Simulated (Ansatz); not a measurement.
# CH3AlBrF: basis-set convergence

An exercise on one series of results from a longer session: the logs are not shown, and one member is left open.

Computed with Ansatz 0.2.0, Gaussian basis. Level: one geometry, several basis sets.

Levels to be run: PBE0-D4/def2-SVP; ωB97M-V/def2-SVP; PBE0-D4/def2-QZVPP; ωB97M-V/def2-QZVPP; the functionals' def2-TZVPP values are taken from earlier runs.

### Structure used throughout

All runs share one geometry, relaxed beforehand with PBE0-D4 in a triple-zeta def2 set.

7 atoms, charge 0, spin multiplicity 1.

Atoms are counted from 1 here; the program's logs count them from 0.

Bond lengths: F1–C2 1.338 Å, C2–Al3 1.986 Å, C2–Br4 2.105 Å, C2–H5 1.091 Å, Al3–Br4 2.558 Å, Al3–H6 1.577 Å, Al3–H7 1.580 Å. Angles: F1–C2–Al3 122.9°, F1–C2–Br4 108.4°, F1–C2–H5 109.1°, Al3–C2–Br4 77.3°, Al3–C2–H5 126.1°, Br4–C2–H5 100.2°, C2–Al3–Br4 53.4°, C2–Al3–H6 116.5°, C2–Al3–H7 115.7°, Br4–Al3–H6 109.6°, Br4–Al3–H7 108.6°, H6–Al3–H7 126.9°, C2–Br4–Al3 49.3°.

Set-up of the first run:

Input file in.yaml:

```yaml
crystal:
  periodic: [false, false, false]
  atoms:
    - {symbol: F, position_ang: [-1.209853, -1.600704, 0.231911]}
    - {symbol: C, position_ang: [-0.300568, -0.824577, -0.369802]}
    - {symbol: Al, position_ang: [0.670591, 0.629206, 0.573090]}
    - {symbol: Br, position_ang: [-1.265953, 0.908290, -1.073975]}
    - {symbol: H, position_ang: [-0.009697, -1.282260, -1.316803]}
    - {symbol: H, position_ang: [0.178201, 0.972712, 2.031781]}
    - {symbol: H, position_ang: [1.998479, 1.129333, -0.121802]}
basis:
  gaussian: {orbitals: def2-SVP}
hamiltonian: {xc: pbe0, dispersion: d4}
output: {orbitals: {seedname: orbitals}}
```

Launch:

```sh
ansatz run in.yaml --threads 2 --pin off --events-out ev --progress --plain --max-ram 4352MiB
```

Steps of the session up to this table: PBE0-D4 in def2-SVP; ωB97M-V in def2-SVP; PBE0-D4 in def2-QZVPP; ωB97M-V in def2-QZVPP.

One of the session's tables, all rows but one given; the rest of the session is left out.

It belongs to the step «Density functionals: the series». 

```
functional       basis  HOMO (eV)
   PBE0-D4    def2-SVP      -8.14
   PBE0-D4  def2-TZVPP      -8.16
   PBE0-D4  def2-QZVPP      -8.18
   ωB97M-V    def2-SVP          ?
   ωB97M-V  def2-TZVPP     -10.37
   ωB97M-V  def2-QZVPP     -10.39
```

**Question.** Estimate the row for ωB97M-V, def2-SVP.

As computed: HOMO (eV): -10.31. In the column «HOMO (eV)» it lies between ωB97M-V, def2-TZVPP (-10.37) and PBE0-D4, def2-QZVPP (-8.18).
